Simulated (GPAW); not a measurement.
Runs of GPAW 26.7.0 on As2S. It takes space group I4_1/amd (No. 141, tetragonal). Conventional cell: a = 7.013 Å, b = 7.013 Å, c = 4.972 Å, α = 90.00°, β = 90.00°, γ = 90.00°. As (site symmetry 2/m) is surrounded by 2 S at 2.56 Å and 4 As at 2.77 Å. S (site symmetry -4m2) is surrounded by 4 As at 2.56 Å. The cell comes from a database or a generator and needn't be the stable form of this composition.

| task | level | potentials or basis | cell | k mesh | optimizer | fmax | max steps | convergence | band path | gap on the mesh (eV) | pressure (GPa) | relaxed volume (Å³/atom) |
| --- | --- | --- | --- | --- | --- | --- | --- | --- | --- | --- | --- | --- |
| relaxation of cell and atoms | PBEsol+D3(BJ)+ATM | PAW data sets generated in the run's folder for this functional, pw | relaxed | 5 × 5 × 5 | BFGS | 0.02 eV/Å | 60 | density=1e-05 forces=0.0001 | - | none | 0.0 | 19.02 |
| band structure | PBEsol | PAW data sets generated in the run's folder for this functional, pw | as given | 5 × 5 × 5 | - | - | - | - | GXMGZPNZ1M,XP | - | -3.1 | - |
| band structure | r2SCAN | GPAW PAW data sets (gpaw-data 1.2.1), pw | as given | 5 × 5 × 5 | - | - | - | - | GXMGZPNZ1M,XP | - | -1.3 | - |
| relaxation of cell and atoms | PBEsol | PAW data sets generated in the run's folder for this functional, pw | relaxed | 5 × 5 × 5 | BFGS | 0.02 eV/Å | 60 | density=1e-05 forces=0.0001 | - | (a) | -0.2 | 19.61 |
| relaxation of cell and atoms | PBEsol+D3(BJ) | PAW data sets generated in the run's folder for this functional, pw | relaxed | 5 × 5 × 5 | BFGS | 0.02 eV/Å | 60 | density=1e-05 forces=0.0001 | - | none | -0.1 | (b) |
| relaxation of cell and atoms | PBEsol+D3 | PAW data sets generated in the run's folder for this functional, pw | relaxed | 5 × 5 × 5 | BFGS | 0.02 eV/Å | 60 | density=1e-05 forces=0.0001 | - | none | -0.1 | 19.26 |
| single point | PBEsol | PAW data sets generated in the run's folder for this functional, pw | as given | 7 × 7 × 7 | - | - | - | - | - | none | -3.1 | - |

Alike in all rows: no spin polarisation; cutoff (eV) 600; smearing fermi-dirac 0.05 eV.

Task: Estimate the missing entries.

Result: (a) 0.07; (b) 18.95.

Caveats: later steps reuse the first step's grids (some runs); pairwise dispersion overbinds metals, which lowers pressure and volume (some runs); the PAW data sets were made with another functional, which shifts forces and pressure a little (some runs); an odd mesh through Γ misses points on the zone boundary, where band edges often lie (some runs).

A k mesh can miss the band edges, and the runs leave out spin-orbit coupling on As.

A gap of «none» marks a metal or a gap under the smearing width.
